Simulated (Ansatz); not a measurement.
**CH7AlO2Si: up Jacob's ladder to CCSD(T)**

An exercise on one series of results from a longer session: the logs are not shown, and one member is left open.

Program: Ansatz 0.2.0, Gaussian basis. Level of theory: functionals in def2-TZVPP, the program's frozen cores in correlated methods. These are calculated values, not measurements.

Plan: PBE-D4, r2SCAN-D4, PBE0-D4, B3LYP-D4, ωB97X-V, ωB97M-V, B2PLYP; CCSD(T)/def2-TZVPP; MP2/def2-QZVPP; extrapolation to the limit.

## The geometry

An earlier PBE0-D4 in a triple-zeta def2 set relaxation fixed the geometry.

12 atoms, charge 0, spin multiplicity 1.

Atoms are counted from 1 here; the program's logs count them from 0.

Bond lengths: O1–C2 1.480 Å, O1–Al5 2.004 Å, O1–H6 0.964 Å, C2–O3 1.346 Å, C2–H7 1.093 Å, C2–H8 1.100 Å, O3–Si4 1.723 Å, Si4–Al5 2.459 Å, Si4–H9 1.487 Å, Si4–H10 1.496 Å, Al5–H11 1.600 Å, Al5–H12 1.590 Å. Angles: C2–O1–Al5 116.5°, C2–O1–H6 109.8°, Al5–O1–H6 114.5°, O1–C2–O3 108.8°, O1–C2–H7 106.4°, O1–C2–H8 106.4°, O3–C2–H7 110.4°, O3–C2–H8 113.6°, H7–C2–H8 110.9°, C2–O3–Si4 119.3°, O3–Si4–Al5 93.3°, O3–Si4–H9 103.0°, O3–Si4–H10 106.5°, Al5–Si4–H9 123.3°, Al5–Si4–H10 120.7°, H9–Si4–H10 106.0°, O1–Al5–Si4 82.1°, O1–Al5–H11 99.7° and more.

Geometry (Å):

```
O    -0.3464    1.2383   -0.2078
C    -1.3314    0.3175    0.4034
O    -1.1913   -0.8999   -0.1544
Si    0.3706   -1.6235   -0.2176
Al    1.5214    0.5409   -0.4118
H    -0.4055    2.1050    0.2103
H    -2.3190    0.7286    0.1781
H    -1.1384    0.3312    1.4860
H     0.2469   -2.5858   -1.3448
H     0.5049   -2.4528    1.0204
H     2.1860    1.1589    0.9058
H     1.9793    1.0863   -1.8336
```

Set-up of the first run:

Contents of in.yaml:

```yaml
crystal:
  periodic: [false, false, false]
  atoms:
    - {symbol: O, position_ang: [-0.346429, 1.238316, -0.207759]}
    - {symbol: C, position_ang: [-1.331374, 0.317471, 0.403401]}
    - {symbol: O, position_ang: [-1.191345, -0.899881, -0.154380]}
    - {symbol: Si, position_ang: [0.370558, -1.623479, -0.217583]}
    - {symbol: Al, position_ang: [1.521450, 0.540866, -0.411772]}
    - {symbol: H, position_ang: [-0.405468, 2.105039, 0.210309]}
    - {symbol: H, position_ang: [-2.319002, 0.728575, 0.178060]}
    - {symbol: H, position_ang: [-1.138426, 0.331176, 1.485954]}
    - {symbol: H, position_ang: [0.246888, -2.585839, -1.344812]}
    - {symbol: H, position_ang: [0.504892, -2.452769, 1.020416]}
    - {symbol: H, position_ang: [2.185958, 1.158902, 0.905778]}
    - {symbol: H, position_ang: [1.979295, 1.086325, -1.833613]}
basis:
  gaussian: {orbitals: def2-TZVPP}
hamiltonian: {xc: pbe, dispersion: d4}
output: {forces: true, orbitals: {seedname: orbitals}}
```

The run is started by

```console
$ ansatz run in.yaml --threads 4 --pin off --events-out ev --progress --plain --max-ram 10444MiB
```

Steps of the session up to this table: PBE-D4 (GGA); r2SCAN-D4 (meta-GGA); PBE0-D4 (hybrid); B3LYP-D4 (hybrid); ωB97X-V (range-separated); ωB97M-V (range-separated); B2PLYP (double hybrid); CCSD(T) in def2-TZVPP; MP2 in def2-QZVPP.

One of the session's tables, all rows but one given; the rest of the session is left out.

```
            method  atomisation energy (eV)
            PBE-D4                   42.088
         r2SCAN-D4                   41.850
           PBE0-D4                   41.389
          B3LYP-D4                   41.605
           ωB97X-V                   42.010
           ωB97M-V                   41.856
            B2PLYP                   41.143
     HF/def2-TZVPP                   29.973
    MP2/def2-TZVPP                        ?
   CCSD/def2-TZVPP                   40.145
CCSD(T)/def2-TZVPP                   40.731
           MP2/CBS                   42.378
       CCSD(T)/CBS                   41.892
```

Q: Estimate the row for MP2/def2-TZVPP from the others.

As computed: atomisation energy (eV): 41.217. In the column «atomisation energy (eV)» it lies between B2PLYP (41.143) and PBE0-D4 (41.389).

To keep in mind: Free atoms (2 O, 1 C, 1 Si, 1 Al, 7 H) were run apart at each level; the atomisation energy is their sum less the molecule, without zero-point or spin-orbit terms.
